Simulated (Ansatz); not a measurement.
# CH10FNOSi: the cost of one run

All numbers below are computed with Ansatz 0.2.0 (UHF/STO-3G).

### Step 1. The structure to begin with

Bond lengths: Si1–N2 2.120 Å, Si1–H3 1.497 Å, Si1–H4 1.456 Å, Si1–C5 1.893 Å, Si1–F7 2.003 Å, N2–H10 1.009 Å, N2–H11 1.009 Å, C5–H12 1.085 Å, C5–H13 1.085 Å, C5–H14 1.084 Å, O9–H15 0.959 Å. Angles (14 of 19 angles, heavy atoms first): N2–Si1–C5 108.6°, N2–Si1–F7 80.3°, C5–Si1–F7 87.4°, Si1–N2–H10 108.7°, Si1–N2–H11 109.3°, N2–Si1–H3 89.6°, N2–Si1–H4 117.3°, H3–Si1–C5 101.5°, H3–Si1–F7 168.3°, H4–Si1–C5 128.3°, H4–Si1–F7 78.6°, Si1–C5–H12 111.4°, Si1–C5–H13 108.6°, Si1–C5–H14 113.6°.

Coordinates:

```xyz
15

Si   -0.9511    0.2042   -0.7466
N     0.0523   -1.4759    0.0698
H    -1.2316   -0.5803   -1.9902
H    -2.3013    0.4713   -0.2732
C     0.3432    1.4405   -1.3643
H     0.2997    0.3986    1.7407
F    -0.5932    0.8898    1.1015
H     0.7281   -1.1156    1.1684
O     1.1218   -0.4600    2.1928
H    -0.6314   -2.1814    0.2979
H     0.6863   -1.8517   -0.6186
H     1.0706    0.9625   -2.0124
H    -0.1579    2.2018   -1.9531
H     0.8788    1.9421   -0.5669
H     0.6855   -0.8458    2.9541
```

### Step 2. Run 1

150 steps of 0.5 fs at constant energy, with velocities drawn for 1000 K.

Input file input.yaml:

```yaml
crystal:
  periodic: [false, false, false]
  atoms:
    - { symbol: Si, position_ang: [-0.9511, 0.2042, -0.7466] }
    - { symbol: "N", position_ang: [0.0523, -1.4759, 0.0698] }
    - { symbol: H, position_ang: [-1.2316, -0.5803, -1.9902] }
    - { symbol: H, position_ang: [-2.3013, 0.4713, -0.2732] }
    - { symbol: C, position_ang: [0.3432, 1.4405, -1.3643] }
    - { symbol: H, position_ang: [0.2997, 0.3986, 1.7407] }
    - { symbol: F, position_ang: [-0.5932, 0.8898, 1.1015] }
    - { symbol: H, position_ang: [0.7281, -1.1156, 1.1684] }
    - { symbol: O, position_ang: [1.1218, -0.46, 2.1928] }
    - { symbol: H, position_ang: [-0.6314, -2.1814, 0.2979] }
    - { symbol: H, position_ang: [0.6863, -1.8517, -0.6186] }
    - { symbol: H, position_ang: [1.0706, 0.9625, -2.0124] }
    - { symbol: H, position_ang: [-0.1579, 2.2018, -1.9531] }
    - { symbol: H, position_ang: [0.8788, 1.9421, -0.5669] }
    - { symbol: H, position_ang: [0.6855, -0.8458, 2.9541] }
magnetization:
  spin_polarized: true
basis:
  gaussian: { orbitals: STO-3G }
hamiltonian:
  xc: hf
md:
  timestep: 0.5
  n_steps: 150
  ensemble: nve
  temperature: 1000.0
  initial_velocities: maxwell_boltzmann
  seed: 642744
```

Command:

```sh
$ ansatz run input.yaml --threads 1 --pin off --max-ram 2048MiB --backend cpu --events-out ev --progress --plain --runs-dir out
```

Q: Estimate wall time and peak memory on 1 thread of an x86-64 CPU, shared host.

About 2.2 min, with a peak of 0.14 GiB.
